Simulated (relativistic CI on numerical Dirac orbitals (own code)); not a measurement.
**Ta: one ion under different settings**

Aim: see what numerical and physical settings do to the SCF, the total energy and the lowest levels of Ta.

Method: Dirac-Coulomb-Breit CI, KLI orbitals optimised for each configuration, model QED (radiative potential, 1s self-energy scaled to tabulated hydrogen-like ionisation energies), numerical settings as typed. Code: relativistic CI on numerical Dirac orbitals (own code) version 3.

### 1 The system

| Quantity | Value |
| --- | --- |
| ion | Ta (Ta I) |
| nuclear charge | 73 |
| electrons | 73 |
| isotope | A = 181 |

### 2 The usual input

The run's settings:

```ini
atom Ta  Z=73  charge=0  electrons=73
nucleus A=181  rms_radius_fm=5.3507
hamiltonian dirac-coulomb  breit=on  qed=on  c_scale=1
orbitals kli  potential=per-configuration
slater_scale 1
correlation none
mixing on
grid step=0.0125 r_max=259.4
scf mixing=0.4 start=green max_iterations=150 tolerance=2e-08 node_fill=0.05
configurations
  [Xe] 4f14 5d3 6s2
end
```

Command:

```
> python run_levels.py task.json out
```

The settings of every run stand in task.json; they run in order.

From the run's result record (rounded, not every field):

```text
{
  "status": "converged",
  "levels [i, E_cm, J2, conf, term, w_term, w_jj]": [
    [0, 0, 3, "5d3", "4F", 0.9586, 0.5141],
    [1, 1536.3513, 5, "5d3", "4F", 0.9835, 0.8424],
    [2, 3331.2842, 7, "5d3", "4F", 0.9741, 0.6651],
    [3, 5174.2954, 9, "5d3", "4F", 0.9095, 0.503],
    [4, 9610.4755, 3, "5d3", "4P", 0.654, 0.6548],
    [5, 9956.6031, 1, "5d3", "4P", 0.8554, 0.8746],
    [6, 11253.136, 7, "5d3", "2G", 0.9656, 0.5373],
    [7, 11826.196, 9, "5d3", "2G", 0.4675, 0.7208],
    [8, 12555.817, 5, "5d3", "4P", 0.9624, 0.6532],
    [9, 14190.818, 3, "5d3", "2D", 0.53, 0.8276],
    [10, 14983.878, 1, "5d3", "2P", 0.8554, 0.8746],
    [11, 15960.453, 11, "5d3", "2H", 1, 1],
    [12, 16415.171, 9, "5d3", "2H", 0.5305, 0.5752],
    [13, 17444.562, 5, "5d3", "2D", 0.9505, 0.5849],
    "... 5 more rows left out ..."
  ],
  "total_energy [Ha]": -15589.101923,
  "n_levels_all": 19,
  "overlap": 1.4912e-11,
  "scf_iterations": [13],
  "orbital_energies [Ha]": {"1s": -2469.28, "2s": -423.956, "2p1/2": -405.106, "2p3/2": -358.55, "3s": -97.2126, "3p1/2": -88.8494, "3p3/2": -78.8212, "3d3/2": -64.7258, "3d5/2": -62.5434, "4s": -20.0226, "4p1/2": -16.5708, "4p3/2": -14.2766, "4d3/2": -8.60562, "4d5/2": -8.18425, "4f5/2": -1.13144, "4f7/2": -1.05893, "5s": -2.80945, "5p1/2": -1.81156, "5p3/2": -1.4929, "6s": -0.346932, "5d3/2": -0.287289, "5d5/2": -0.26671},
  "configurations [conf, odd, states, E_av_Ha, breit_Ha, qed_Ha]": [
    ["5d3", 0, 120, -15616.52174, 16.38, 11.11]
  ],
  "scf_steps of the first configuration [iteration, E_Ha, residual, outer_eigenvalue_Ha]": [
    [1, -15600.64958, 2.51, -0.4092],
    [2, -15615.74229, 0.522, -0.2355],
    [3, -15616.30444, 0.298, -0.2869],
    [4, -15616.51704, 0.0365, -0.3353],
    [5, -15616.52289, 0.00992, -0.3451],
    [6, -15616.5209, 0.00429, -0.3471],
    [7, -15616.52204, 0.0018, -0.3465],
    [8, -15616.52191, 0.00104, -0.3466],
    [9, -15616.52175, 6.96e-05, -0.3469],
    [10, -15616.52174, 2.5e-06, -0.3469],
    [11, -15616.52174, 4.25e-07, -0.3469],
    [12, -15616.52174, 7.44e-08, -0.3469],
    [13, -15616.52174, 7.66e-09, -0.3469]
  ]
}
```

It took 0.14 s on 1 thread, shared host.

### 3 Tolerance 0.0001

Settings: those of step 2 with these lines changed.

```diff
@@ -8,3 +8,3 @@
 grid step=0.0125 r_max=259.4
-scf mixing=0.4 start=green max_iterations=150 tolerance=2e-08 node_fill=0.05
+scf mixing=0.4 start=green max_iterations=150 tolerance=0.0001 node_fill=0.05
 configurations
```

Result record:

```text
{
  "status": "converged",
  "levels [i, E_cm, J2, conf, term, w_term]": [
    [0, 0, 3, "5d3", "4F", 0.9586],
    [1, 1536.1314, 5, "5d3", "4F", 0.9835],
    [2, 3330.872, 7, "5d3", "4F", 0.9741],
    [3, 5173.7625, 9, "5d3", "4F", 0.9096],
    [4, 9610.6762, 3, "5d3", "4P", 0.654],
    [5, 9956.6552, 1, "5d3", "4P", 0.8555],
    [6, 11253.035, 7, "5d3", "2G", 0.9656],
    [7, 11826.143, 9, "5d3", "2G", 0.4675],
    "... 11 more rows left out ..."
  ],
  "total_energy [Ha]": -15589.101931,
  "n_levels_all": 19,
  "overlap": 1.49098e-11,
  "scf_iterations": [9],
  "orbital_energies [Ha]": {"1s": -2469.28, "2s": -423.956, "2p1/2": -405.106, "2p3/2": -358.55, "3s": -97.2126, "3p1/2": -88.8494, "3p3/2": -78.8213, "3d3/2": -64.7259, "3d5/2": -62.5434, "4s": -20.0227, "4p1/2": -16.5708, "4p3/2": -14.2767, "4d3/2": -8.60566, "4d5/2": -8.18429, "4f5/2": -1.13148, "4f7/2": -1.05897, "5s": -2.80946, "5p1/2": -1.81157, "5p3/2": -1.4929, "6s": -0.346918, "5d3/2": -0.287282, "5d5/2": -0.266702},
  "configurations [conf, odd, states, E_av_Ha, breit_Ha, qed_Ha]": [
    ["5d3", 0, 120, -15616.52175, 16.38, 11.11]
  ],
  "scf_steps of the first configuration [iteration, E_Ha, residual, outer_eigenvalue_Ha]": [
    [1, -15600.64958, 2.51, -0.4092],
    [2, -15615.74229, 0.522, -0.2355],
    [3, -15616.30444, 0.298, -0.2869],
    [4, -15616.51704, 0.0365, -0.3353],
    [5, -15616.52289, 0.00992, -0.3451],
    [6, -15616.5209, 0.00429, -0.3471],
    [7, -15616.52204, 0.0018, -0.3465],
    [8, -15616.52191, 0.00104, -0.3466],
    [9, -15616.52175, 6.96e-05, -0.3469]
  ]
}
```

Run time: 0.12 s. Hardware: 1 thread, shared host.

### 4 Start potential bare, potential mixing 0.1

Settings: those of step 3 with these lines changed.

```diff
@@ -8,3 +8,3 @@
 grid step=0.0125 r_max=259.4
-scf mixing=0.4 start=green max_iterations=150 tolerance=0.0001 node_fill=0.05
+scf mixing=0.1 start=bare max_iterations=150 tolerance=2e-08 node_fill=0.05
 configurations
```

Result record:

```text
{
  "status": "converged",
  "levels [i, E_cm, J2, conf, term, w_term]": [
    [0, 0, 3, "5d3", "4F", 0.9586],
    [1, 1536.3513, 5, "5d3", "4F", 0.9835],
    [2, 3331.2842, 7, "5d3", "4F", 0.9741],
    [3, 5174.2954, 9, "5d3", "4F", 0.9095],
    [4, 9610.4756, 3, "5d3", "4P", 0.654],
    [5, 9956.6031, 1, "5d3", "4P", 0.8554],
    [6, 11253.136, 7, "5d3", "2G", 0.9656],
    [7, 11826.196, 9, "5d3", "2G", 0.4675],
    "... 11 more rows left out ..."
  ],
  "total_energy [Ha]": -15589.101923,
  "n_levels_all": 19,
  "overlap": 1.49101e-11,
  "scf_iterations": [55],
  "orbital_energies [Ha]": {"1s": -2469.28, "2s": -423.956, "2p1/2": -405.106, "2p3/2": -358.55, "3s": -97.2126, "3p1/2": -88.8494, "3p3/2": -78.8212, "3d3/2": -64.7258, "3d5/2": -62.5434, "4s": -20.0226, "4p1/2": -16.5708, "4p3/2": -14.2766, "4d3/2": -8.60562, "4d5/2": -8.18425, "4f5/2": -1.13144, "4f7/2": -1.05893, "5s": -2.80945, "5p1/2": -1.81156, "5p3/2": -1.4929, "6s": -0.346932, "5d3/2": -0.287289, "5d5/2": -0.26671},
  "configurations [conf, odd, states, E_av_Ha, breit_Ha, qed_Ha]": [
    ["5d3", 0, 120, -15616.52174, 16.38, 11.11]
  ],
  "scf_steps of the first configuration [iteration, E_Ha, residual, outer_eigenvalue_Ha]": [
    [1, -13551.50928, 18.8, -77.47],
    [2, -13940.62803, 17.2, -65.75],
    [3, -14678.00187, 27.8, -0.8269],
    [4, -14282.91662, 51.1, -0.3655],
    [5, -14835.80571, 22.1, -1.678],
    [6, -14572.34646, 24, -0.06767],
    [7, -15570.47256, 2.59, -0.8713],
    [8, -15546.22909, 4.76, -0.2553],
    [9, -15568.64092, 3.97, -0.08441],
    [10, -15610.15219, 0.635, -0.04365],
    ["...", "...", "...", "..."],
    [46, -15616.52174, 2.41e-06, -0.3469],
    [47, -15616.52174, 1.98e-06, -0.3469],
    [48, -15616.52174, 1.74e-06, -0.3469],
    [49, -15616.52174, 1.43e-06, -0.3469],
    [50, -15616.52174, 4.52e-07, -0.3469],
    [51, -15616.52174, 2.57e-07, -0.3469],
    [52, -15616.52174, 1.79e-07, -0.3469],
    [53, -15616.52174, 1.22e-07, -0.3469],
    [54, -15616.52174, 1.22e-07, -0.3469],
    [55, -15616.52174, 1.51e-08, -0.3469]
  ]
}
```

It took 0.37 s on 1 thread, shared host.

### 5 Start potential bare

Settings: those of step 4 with these lines changed.

```diff
@@ -8,3 +8,3 @@
 grid step=0.0125 r_max=259.4
-scf mixing=0.1 start=bare max_iterations=150 tolerance=2e-08 node_fill=0.05
+scf mixing=0.4 start=bare max_iterations=150 tolerance=2e-08 node_fill=0.05
 configurations
```

Result record:

```text
{
  "status": "converged",
  "levels [i, E_cm, J2, conf, term, w_term]": [
    [0, 0, 3, "5d3", "4F", 0.9586],
    [1, 1536.3513, 5, "5d3", "4F", 0.9835],
    [2, 3331.2842, 7, "5d3", "4F", 0.9741],
    [3, 5174.2954, 9, "5d3", "4F", 0.9095],
    [4, 9610.4755, 3, "5d3", "4P", 0.654],
    [5, 9956.6031, 1, "5d3", "4P", 0.8554],
    [6, 11253.136, 7, "5d3", "2G", 0.9656],
    [7, 11826.196, 9, "5d3", "2G", 0.4675],
    "... 11 more rows left out ..."
  ],
  "total_energy [Ha]": -15589.101923,
  "n_levels_all": 19,
  "overlap": 1.49097e-11,
  "scf_iterations": [33],
  "orbital_energies [Ha]": {"1s": -2469.28, "2s": -423.956, "2p1/2": -405.106, "2p3/2": -358.55, "3s": -97.2126, "3p1/2": -88.8494, "3p3/2": -78.8212, "3d3/2": -64.7258, "3d5/2": -62.5434, "4s": -20.0226, "4p1/2": -16.5708, "4p3/2": -14.2766, "4d3/2": -8.60562, "4d5/2": -8.18425, "4f5/2": -1.13144, "4f7/2": -1.05893, "5s": -2.80945, "5p1/2": -1.81156, "5p3/2": -1.4929, "6s": -0.346932, "5d3/2": -0.287289, "5d5/2": -0.26671},
  "configurations [conf, odd, states, E_av_Ha, breit_Ha, qed_Ha]": [
    ["5d3", 0, 120, -15616.52174, 16.38, 11.11]
  ],
  "scf_steps of the first configuration [iteration, E_Ha, residual, outer_eigenvalue_Ha]": [
    [1, -13551.50928, 18.8, -77.47],
    [2, -14995.65617, 11.7, -34.8],
    [3, -14968.5664, 14.8, -0.7942],
    [4, -15247.97151, 9.94, -1.349],
    [5, -15219.44784, 10.5, -1.421],
    [6, -15546.42901, 4.79, -0.07725],
    [7, -15599.27204, 2.73, -0.1084],
    [8, -15598.19475, 2.79, -0.1059],
    [9, -15610.45289, 1.79, -0.1335],
    [10, -15616.44519, 0.186, -0.2161],
    ["...", "...", "...", "..."],
    [24, -15616.52144, 0.00282, -0.3467],
    [25, -15616.52182, 0.000442, -0.3469],
    [26, -15616.52173, 3.52e-05, -0.3469],
    [27, -15616.52174, 2.28e-05, -0.3469],
    [28, -15616.52174, 4.6e-06, -0.3469],
    [29, -15616.52174, 2.62e-06, -0.3469],
    [30, -15616.52174, 2.75e-07, -0.3469],
    [31, -15616.52174, 1.3e-07, -0.3469],
    [32, -15616.52174, 1.01e-07, -0.3469],
    [33, -15616.52174, 1.55e-08, -0.3469]
  ]
}
```

Wall time 0.25 s (1 thread, shared host).

### 6 Speed-of-light factor 10, nuclear radius 4.8156

The run's settings:

```ini
atom Ta  Z=73  charge=0  electrons=73
nucleus A=181  rms_radius_fm=4.8156
hamiltonian dirac-coulomb  breit=on  qed=on  c_scale=10
orbitals kli  potential=per-configuration
slater_scale 1
correlation none
mixing on
grid step=0.0125 r_max=259.4
scf mixing=0.4 start=green max_iterations=150 tolerance=2e-08 node_fill=0.05
configurations
  [Xe] 4f14 5d3 6s2
end
```

Result record:

```text
{
  "status": "converged",
  "levels [i, E_cm, J2, conf, term, w_term]": [
    [0, 0, 3, "5d3", "4F", 1],
    [1, 15.622247, 5, "5d3", "4F", 1],
    [2, 37.442638, 7, "5d3", "4F", 1],
    [3, 65.41103, 9, "5d3", "4F", 1],
    [4, 9108.9372, 1, "5d3", "4P", 1],
    [5, 9118.522, 3, "5d3", "4P", 0.9999],
    [6, 9135.1591, 5, "5d3", "4P", 1],
    [7, 9557.6868, 7, "5d3", "2G", 1],
    "... 11 more rows left out ..."
  ],
  "total_energy [Ha]": -14801.035847,
  "n_levels_all": 19,
  "overlap": 1.6727e-11,
  "scf_iterations": [21],
  "orbital_energies [Ha]": {"1s": -2277.16, "2s": -373.09, "2p1/2": -357.309, "2p3/2": -356.923, "3s": -84.7424, "3p1/2": -77.4774, "3p3/2": -77.3954, "3d3/2": -63.8726, "3d5/2": -63.851, "4s": -16.9189, "4p1/2": -13.8994, "4p3/2": -13.8809, "4d3/2": -8.39438, "4d5/2": -8.39025, "4f5/2": -1.28651, "4f7/2": -1.28573, "5s": -2.25967, "5p1/2": -1.41232, "5p3/2": -1.40982, "6s": -0.221176, "5d3/2": -0.222479, "5d5/2": -0.222254},
  "configurations [conf, odd, states, E_av_Ha, breit_Ha, qed_Ha]": [
    ["5d3", 0, 120, -14806.42315, 0.151, 5.29]
  ],
  "scf_steps of the first configuration [iteration, E_Ha, residual, outer_eigenvalue_Ha]": [
    [1, -14798.77773, 1.99, -0.3114],
    [2, -14806.19044, 0.274, -0.2075],
    [3, -14806.35735, 0.159, -0.2556],
    [4, -14806.42126, 0.0784, -0.3335],
    [5, -14806.42462, 0.0296, -0.3023],
    [6, -14806.42201, 0.0228, -0.3023],
    [7, -14806.4223, 0.0526, -0.3032],
    [8, -14806.4232, 0.0488, -0.2966],
    [9, -14806.42284, 0.0409, -0.2842],
    [10, -14806.42313, 0.0372, -0.2782],
    [11, -14806.42313, 0.0307, -0.2679],
    [12, -14806.42314, 0.0221, -0.1895],
    [13, -14806.42316, 0.0221, -0.1895],
    [14, -14806.42316, 0.00217, -0.218],
    [15, -14806.42316, 2.36e-05, -0.2212],
    [16, -14806.42315, 1.08e-05, -0.2212],
    [17, -14806.42315, 1.69e-06, -0.2212],
    [18, -14806.42315, 4.84e-07, -0.2212],
    [19, -14806.42315, 1.49e-07, -0.2212],
    [20, -14806.42315, 2.12e-08, -0.2212],
    [21, -14806.42315, 5.12e-09, -0.2212]
  ]
}
```

Wall time 0.18 s (1 thread, shared host).

A changed speed of light describes a fictitious ion. The QED potentials keep the true α.

### 7 Node fill 5

The run's settings:

```ini
atom Ta  Z=73  charge=0  electrons=73
nucleus A=181  rms_radius_fm=5.3507
hamiltonian dirac-coulomb  breit=on  qed=on  c_scale=1
orbitals kli  potential=per-configuration
slater_scale 1
correlation none
mixing on
grid step=0.0125 r_max=259.4
scf mixing=0.4 start=green max_iterations=55 tolerance=2e-08 node_fill=5
configurations
  [Xe] 4f14 5d3 6s2
end
```

Result record:

```text
{
  "status": "converged",
  "levels [i, E_cm, J2, conf, term, w_term]": [
    [0, 0, 3, "5d3", "4F", 0.8299],
    [1, 3686.4267, 5, "5d3", "4F", 0.9463],
    [2, 6708.3663, 7, "5d3", "4F", 0.8362],
    [3, 8626.3731, 9, "5d3", "4F", 0.5213],
    [4, 8953.3021, 3, "5d3", "4P", 0.4661],
    [5, 10336.424, 1, "5d3", "4P", 0.7112],
    [6, 13395.769, 7, "5d3", "2G", 0.8152],
    [7, 14018.645, 9, "5d3", "2H", 0.5652],
    "... 11 more rows left out ..."
  ],
  "total_energy [Ha]": -15588.192223,
  "n_levels_all": 19,
  "overlap": 7.69905e-12,
  "scf_iterations": [16],
  "orbital_energies [Ha]": {"1s": -2458.67, "2s": -419.396, "2p1/2": -399.785, "2p3/2": -353.758, "3s": -95.4992, "3p1/2": -86.97, "3p3/2": -77.1315, "3d3/2": -62.9032, "3d5/2": -60.7859, "4s": -19.4102, "4p1/2": -15.9482, "4p3/2": -13.7014, "4d3/2": -8.07641, "4d5/2": -7.67052, "4f5/2": -0.77713, "4f7/2": -0.711457, "5s": -2.61327, "5p1/2": -1.63178, "5p3/2": -1.32766, "6s": -0.297227, "5d3/2": -0.19727, "5d5/2": -0.182211},
  "configurations [conf, odd, states, E_av_Ha, breit_Ha, qed_Ha]": [
    ["5d3", 0, 120, -15615.38948, 16.2, 11.08]
  ],
  "scf_steps of the first configuration [iteration, E_Ha, residual, outer_eigenvalue_Ha]": [
    [1, -15600.64958, 3.06, -0.4092],
    [2, -15613.95072, 0.625, -0.2096],
    [3, -15615.84695, 0.4, -0.2847],
    [4, -15615.27822, 0.127, -0.2854],
    [5, -15615.4167, 0.0231, -0.296],
    [6, -15615.36185, 0.0103, -0.2972],
    [7, -15615.40739, 0.0103, -0.2975],
    [8, -15615.38734, 0.00148, -0.297],
    [9, -15615.38965, 5.67e-05, -0.2972],
    [10, -15615.38949, 1.13e-05, -0.2972],
    [11, -15615.38948, 1.71e-06, -0.2972],
    [12, -15615.38948, 4.57e-07, -0.2972],
    [13, -15615.38948, 3.48e-08, -0.2972],
    [14, -15615.38948, 2.46e-08, -0.2972],
    [15, -15615.38948, 2.38e-08, -0.2972],
    [16, -15615.38948, 1.98e-09, -0.2972]
  ]
}
```

It took 0.15 s on 1 thread, shared host.

A bad setting: its result is shown only for the comparison.

### 8 End of the grid 64.85

Settings: those of step 7 with these lines changed.

```diff
@@ -7,4 +7,4 @@
 mixing on
-grid step=0.0125 r_max=259.4
-scf mixing=0.4 start=green max_iterations=55 tolerance=2e-08 node_fill=5
+grid step=0.0125 r_max=64.85
+scf mixing=0.4 start=green max_iterations=66 tolerance=2e-08 node_fill=0.05
 configurations
```

Result record:

```text
{
  "status": "converged",
  "levels [i, E_cm, J2, conf, term, w_term]": [
    [0, 0, 3, "5d3", "4F", 0.9586],
    [1, 1536.3513, 5, "5d3", "4F", 0.9835],
    [2, 3331.2842, 7, "5d3", "4F", 0.9741],
    [3, 5174.2954, 9, "5d3", "4F", 0.9095],
    [4, 9610.4755, 3, "5d3", "4P", 0.654],
    [5, 9956.6031, 1, "5d3", "4P", 0.8554],
    [6, 11253.136, 7, "5d3", "2G", 0.9656],
    [7, 11826.196, 9, "5d3", "2G", 0.4675],
    "... 11 more rows left out ..."
  ],
  "total_energy [Ha]": -15589.101923,
  "n_levels_all": 19,
  "overlap": 1.49118e-11,
  "scf_iterations": [13],
  "orbital_energies [Ha]": {"1s": -2469.28, "2s": -423.956, "2p1/2": -405.106, "2p3/2": -358.55, "3s": -97.2126, "3p1/2": -88.8494, "3p3/2": -78.8212, "3d3/2": -64.7258, "3d5/2": -62.5434, "4s": -20.0226, "4p1/2": -16.5708, "4p3/2": -14.2766, "4d3/2": -8.60562, "4d5/2": -8.18425, "4f5/2": -1.13144, "4f7/2": -1.05893, "5s": -2.80945, "5p1/2": -1.81156, "5p3/2": -1.4929, "6s": -0.346932, "5d3/2": -0.287289, "5d5/2": -0.26671},
  "configurations [conf, odd, states, E_av_Ha, breit_Ha, qed_Ha]": [
    ["5d3", 0, 120, -15616.52174, 16.38, 11.11]
  ],
  "scf_steps of the first configuration [iteration, E_Ha, residual, outer_eigenvalue_Ha]": [
    [1, -15600.64958, 2.51, -0.4092],
    [2, -15615.74229, 0.522, -0.2355],
    [3, -15616.30444, 0.298, -0.2869],
    [4, -15616.51704, 0.0365, -0.3353],
    [5, -15616.52289, 0.00992, -0.3451],
    [6, -15616.5209, 0.00429, -0.3471],
    [7, -15616.52204, 0.0018, -0.3465],
    [8, -15616.52191, 0.00104, -0.3466],
    [9, -15616.52175, 6.96e-05, -0.3469],
    [10, -15616.52174, 2.5e-06, -0.3469],
    [11, -15616.52174, 4.25e-07, -0.3469],
    [12, -15616.52174, 7.44e-08, -0.3469],
    [13, -15616.52174, 7.66e-09, -0.3469]
  ]
}
```

Run time: 0.13 s. Hardware: 1 thread, shared host.

An extreme setting, but here it did no harm: energy and levels are those of the usual run.

### 9 The runs side by side

| setting | total energy less usual (Ha) | largest shift of a level among the lowest eight of both runs, same label and place (cm⁻¹) | SCF iterations | time | lowest level | kind of change |
| --- | --- | --- | --- | --- | --- | --- |
| usual | 0 | 0 | 13 | 0.14 s | 5d3 4F3/2 | - |
| tolerance 0.0001 | -8.17e-06 | 0.533 | 9 | 0.12 s | 5d3 4F3/2 | numerical |
| start potential bare, potential mixing 0.1 | 0 | 0 | 55 | 0.37 s | 5d3 4F3/2 | numerical |
| start potential bare | 0 | 0 | 33 | 0.25 s | 5d3 4F3/2 | numerical |
| speed-of-light factor 10, nuclear radius 4.8156 | 788 | 5110 | 21 | 0.18 s | 5d3 4F3/2 | unphysical constant |
| node fill 5 | 0.91 | 3450 | 16 | 0.15 s | 5d3 4F3/2 | unsound |
| end of the grid 64.85 | 0 | 0 | 13 | 0.13 s | 5d3 4F3/2 | extreme, harmless here |

### 10 Summary of results

```
                    quantity           value
lowest level, usual settings       5d3 4F3/2
                total energy  -15589.1019 Ha
            first excitation     1536.4 cm⁻¹
```

In words: Among the runs whose levels can be followed, they move most under «speed-of-light factor 10, nuclear radius 4.8156» (unphysical constant), by up to 5110 cm⁻¹. No visible change in the result comes from «start potential bare, potential mixing 0.1» or «start potential bare» or «end of the grid 64.85». «Start potential bare, potential mixing 0.1» costs 55 SCF iterations against 13. Only the listed configurations are in the model. In a near-neutral ion this small CI can misplace whole configurations by 10,000 cm⁻¹ or more, above all where the count of f electrons changes.
